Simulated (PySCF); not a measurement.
# wB97M-V/def2-TZVP (core potential) run of SnSe (SMILES [Se][Sn])

Aim: the energy change on altering one bond length of SnSe at wB97M-V/def2-TZVP (core potential), from 2 runs. Input form: a Python script.

The results are computed with PySCF 2.14.0.

1 further run of the same task is left out (set aside as unsound or not needed).

## 1. Starting point

The species is SnSe (2 atoms), meant as a singlet with charge 0. SMILES: `[Se][Sn]`. The shape is that of a PBE0-D4/def2-TZVP optimisation.

Bond lengths: Se1–Sn2 2.325 Å.

## 2. The energy at wB97M-V/def2-TZVP (core potential)

job.py reads:

```python
from pyscf import gto, dft

mol = gto.M(
    atom=[
    ('Se', (0.000000, -0.000000, 0.006530)),
    ('Sn', (-0.000000, 0.000000, 2.331810)),
],
    max_memory=1860,
    ecp={'Sn': 'def2-svp'},
    basis='def2-tzvp',
    verbose=4,
    spin=0,
)

myscf = dft.RKS(mol, xc='wb97m-v')
myscf.conv_tol = 1e-10
myscf.nlcgrids.level = 1
myscf.grids.level = 5
myscf.kernel()
if not myscf.converged:
    myscf = myscf.newton().run(myscf.mo_coeff, myscf.mo_occ)

energy = myscf.e_tot
print('E(%s) = %.9f' % ('WB97M-V', energy))
```

Command:

```
$ OMP_NUM_THREADS=1 python job.py
```

Standard output:

```text
PySCF version 2.14.0

[INPUT] num. atoms = 2
[INPUT] num. electrons = 56
[INPUT] charge = 0
[INPUT] spin (= nelec alpha-beta = 2S) = 0
[INPUT] symmetry False subgroup None
[INPUT] Mole.unit = angstrom
[INPUT] Symbol           X                Y                Z      unit          X                Y                Z       unit  Magmom
[INPUT]  1 Se     0.000000000000   0.000000000000   0.006530000000 AA    0.000000000000   0.000000000000   0.012339911593 Bohr   0.0
[INPUT]  2 Sn     0.000000000000   0.000000000000   2.331810000000 AA    0.000000000000   0.000000000000   4.406482274522 Bohr   0.0

nuclear repulsion = 170.226619490195
number of shells = 32
number of NR pGTOs = 194
number of NR cGTOs = 98
basis = def2-tzvp
ecp = {'Sn': 'def2-svp'}

******** <class 'pyscf.dft.rks.RKS'> ********
method = RKS
initial guess = minao
damping factor = 0
level_shift factor = 0
DIIS = <class 'pyscf.scf.diis.CDIIS'>
diis_start_cycle = 1
diis_space = 8
diis_damp = 0
SCF conv_tol = 1e-10
SCF conv_tol_grad = None
SCF max_cycles = 50
direct_scf = True
direct_scf_tol = 1e-13
XC library pyscf.dft.libxc version 7.0.0
    S. Lehtola, C. Steigemann, M. J.T. Oliveira, and M. A.L. Marques.,  SoftwareX 7, 1–5 (2018)
XC functionals = wb97m-v
radial grids:
    Treutler-Ahlrichs [JCP 102, 346 (1995); DOI:10.1063/1.469408] (M4) radial grids

becke partition: Becke, JCP 88, 2547 (1988); DOI:10.1063/1.454033
pruning grids: <function nwchem_prune>
grids dens level: 5
symmetrized grids: False
atomic radii adjust function: <function treutler_atomic_radii_adjust>
** Following is NLC and NLC Grids **
NLC functional = wb97m-v
radial grids:
    Treutler-Ahlrichs [JCP 102, 346 (1995); DOI:10.1063/1.469408] (M4) radial grids

becke partition: Becke, JCP 88, 2547 (1988); DOI:10.1063/1.454033
pruning grids: <function nwchem_prune>
grids dens level: 1
symmetrized grids: False
atomic radii adjust function: <function treutler_atomic_radii_adjust>
small_rho_cutoff = 0
Set gradient conv threshold to 1e-05
Initial guess from minao.
tot grids = 91744
tot grids = 15360
init E= -2577.92277943437
  HOMO = -0.661730775022094  LUMO = -0.496458204404988  gap/eV = 4.49730
cycle= 1 E= -2614.22744627331  delta_E= -36.3  |g|= 2.62  |ddm|= 30.5
  HOMO = -0.0771914831466686  LUMO = 0.00662251910627254  gap/eV = 2.28070
cycle= 2 E= -2613.67353041696  delta_E= 0.554  |g|=  3.3  |ddm|= 9.79
  HOMO = -0.277023708572415  LUMO = -0.0176015624315646  gap/eV = 7.05924
cycle= 3 E= -2615.70999640224  delta_E= -2.04  |g|= 0.264  |ddm|= 6.87
  HOMO = -0.329142390423818  LUMO = -0.0315699640790374  gap/eV = 8.09736
cycle= 4 E= -2615.72589666294  delta_E= -0.0159  |g|= 0.0981  |ddm|= 0.714
  HOMO = -0.330494543043977  LUMO = -0.0306034624590182  gap/eV = 8.16045
cycle= 5 E= -2615.72703574475  delta_E= -0.00114  |g|= 0.0168  |ddm|= 0.118
  HOMO = -0.333039580821371  LUMO = -0.0316933072804755  gap/eV = 8.20005
cycle= 6 E= -2615.72723593385  delta_E= -0.0002  |g|= 0.00792  |ddm|= 0.0661
  HOMO = -0.331435927114602  LUMO = -0.0313564193924546  gap/eV = 8.16558
cycle= 7 E= -2615.72728121025  delta_E= -4.53e-05  |g|= 0.00252  |ddm|= 0.0283
  HOMO = -0.331704831224226  LUMO = -0.0313042548560519  gap/eV = 8.17432
cycle= 8 E= -2615.72728855601  delta_E= -7.35e-06  |g|= 0.00129  |ddm|= 0.00811
  HOMO = -0.331610054458882  LUMO = -0.0313609704289475  gap/eV = 8.17019
cycle= 9 E= -2615.72728982366  delta_E= -1.27e-06  |g|= 0.000219  |ddm|= 0.00382
  HOMO = -0.331591956914436  LUMO = -0.0313544517550618  gap/eV = 8.16988
cycle= 10 E= -2615.72728986707  delta_E= -4.34e-08  |g|= 6.05e-05  |ddm|= 0.000791
  HOMO = -0.331603186981735  LUMO = -0.0313558359713646  gap/eV = 8.17015
cycle= 11 E= -2615.72728986831  delta_E= -1.25e-09  |g|= 1.67e-05  |ddm|= 0.000112
  HOMO = -0.331601966346442  LUMO = -0.0313567546657555  gap/eV = 8.17009
cycle= 12 E= -2615.72728986843  delta_E= -1.16e-10  |g|= 1.71e-06  |ddm|= 3.52e-05
  HOMO = -0.33160202982854  LUMO = -0.0313568718230292  gap/eV = 8.17009
cycle= 13 E= -2615.72728986843  delta_E= 3.64e-12  |g|= 2.66e-07  |ddm|= 5.19e-06
  HOMO = -0.331601986863003  LUMO = -0.0313568737598147  gap/eV = 8.17009
Extra cycle  E= -2615.72728986843  delta_E= -9.09e-13  |g|= 1.24e-07  |ddm|= 1.01e-06
converged SCF energy = -2615.72728986843
E(WB97M-V) = -2615.727289868
```

Run time: 45 s. Hardware: 1 thread of Arm Neoverse V2, shared host; peak memory 0.51 GiB.

## 3. The distorted shape, same level

run.py reads:

```python
from pyscf import gto, dft

system = gto.M(
    atom='''
Se     0.000000     0.000000    -0.646834
Sn     0.000000     0.000000     4.406482
''',
    basis='def2-tzvp',
    spin=0,
    ecp={'Sn': 'def2-svp'},
    unit='bohr',
    charge=0,
    verbose=3,
    max_memory=1860,
)

myscf = dft.RKS(system, xc='wb97m-v')
myscf.nlcgrids.level = 1
myscf.conv_tol = 1e-10
myscf.grids.level = 5
myscf.kernel()
if not myscf.converged:
    myscf = myscf.newton().run(myscf.mo_coeff, myscf.mo_occ)

energy = myscf.e_tot
print(f'total energy: {energy:.8f} hartree')
```

Command:

```
$ OMP_NUM_THREADS=1 python run.py
```

Standard output:

```text
converged SCF energy = -2615.69183912081
total energy: -2615.69183912 hartree
```

It took 46 s on 1 thread of Arm Neoverse V2, shared host; peak memory 0.51 GiB.

## 4. Results

At wB97M-V/def2-TZVP (core potential):

| quantity | value |
| --- | --- |
| first shape: total energy | -2615.72729 Eh |
| first shape: dipole moment | 3.35 D |
| first shape: HOMO energy | -9.02 eV |
| first shape: LUMO energy | -0.85 eV |
| first shape: HOMO–LUMO gap | 8.17 eV |
| distorted shape: total energy | -2615.69184 Eh |
| distorted shape: dipole moment | 5.06 D |
| distorted shape: HOMO energy | -8.26 eV |
| distorted shape: LUMO energy | -1.49 eV |
| distorted shape: HOMO–LUMO gap | 6.77 eV |
| energy change with the Se1–Sn2 bond stretched from 2.325 to 2.674 Å | 0.965 eV |

In words: With the Se1–Sn2 bond stretched from 2.325 to 2.674 Å the energy rises by 0.96 eV (93.1 kJ/mol). The first shape isn't relaxed at this level, so the change isn't measured from a minimum.
